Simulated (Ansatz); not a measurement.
Write a Python script for Ansatz 0.2.0 through its Python package that makes an atomisation energy of CH5BrSi2, SMILES Br[SiH]1C[SiH2]1. Level of theory (for the species named): CAM-B3LYP, 6-31G* basis, multiplicity 1.

```xyz
9

Br   -2.7131    0.4489    0.7558
Si   -1.0204    0.4020   -0.5676
C     0.4877    0.5667    0.3856
Si    0.6018   -1.1669   -0.1451
H    -0.9934    1.2681   -1.7881
H     1.2872    1.2121   -0.0340
H     0.4380    0.7322    1.4685
H     1.6423   -1.4202   -1.1394
H     0.3584   -2.0890    1.0472
```

`tae_ch5brsi2.py`:
```python
# -*- coding: utf-8 -*-
"""Energy to split CH5BrSi2 into its atoms."""

from collections import Counter

import ansatz


def single_point(molecule, charge=0, unpaired=0):
    calc = molecule.calculation().basis(gaussian="6-31G*").functional("cam_b3lyp")
    if charge:
        calc = calc.charge(charge)
    if unpaired:
        calc = calc.spin("collinear", total=unpaired)
    return calc.run(threads=1, pin="off").report["free_energy_ev"]

GEOMETRY = """
Br   -2.71310    0.44890    0.75580
Si   -1.02040    0.40200   -0.56760
C     0.48770    0.56670    0.38560
Si    0.60180   -1.16690   -0.14510
H    -0.99340    1.26810   -1.78810
H     1.28720    1.21210   -0.03400
H     0.43800    0.73220    1.46850
H     1.64230   -1.42020   -1.13940
H     0.35840   -2.08900    1.04720
"""

system = ansatz.Crystal.molecule()
for line in GEOMETRY.strip().splitlines():
    symbol, *xyz = line.split()
    system = system.atom(symbol, [float(v) for v in xyz])

# Hund ground states
unpaired = {"Br": 1, "Si": 2, "C": 2, "H": 1}
counts = Counter(site.symbol for site in system.cartesian_sites)
atom_energy = {s: single_point(ansatz.Crystal.molecule().atom(s, (0, 0, 0)), 0, unpaired[s]) for s in counts}
whole = single_point(system, 0, 0)
for s, e in atom_energy.items():
    print(f"{s:2s} x{counts[s]}  {e:14.5f} eV")
print(f"CH5BrSi2: {whole:.5f} eV")
split = sum(counts[s] * e for s, e in atom_energy.items()) - whole
print(f"atomisation energy (no zero-point term): {split:.3f} eV, {split / sum(counts.values()):.3f} eV an atom")
```

Running `python tae_ch5brsi2.py` prints:
```text
Br x1    -70040.40942 eV
Si x2     -7873.78869 eV
C  x1     -1029.23364 eV
H  x5       -13.51936 eV
CH5BrSi2: -86913.35629 eV
atomisation energy (no zero-point term): 28.539 eV, 3.171 eV an atom
```

28.539 eV from the electronic energies, without the zero-point term.

Reading the output:
- Total energies depend on the basis set; only differences at equal settings carry meaning.
- The geometry is a force-field or estimated start, not a minimum of this method, and the basis set is short of its limit. All parts are taken at fixed geometry, without zero-point energy.
- The spin-orbit lowering of heavy atoms is left out.
- The whole script took 5.6 s on 1 thread of Arm Neoverse V2, with other jobs on the host, peak memory 0.31 GiB.
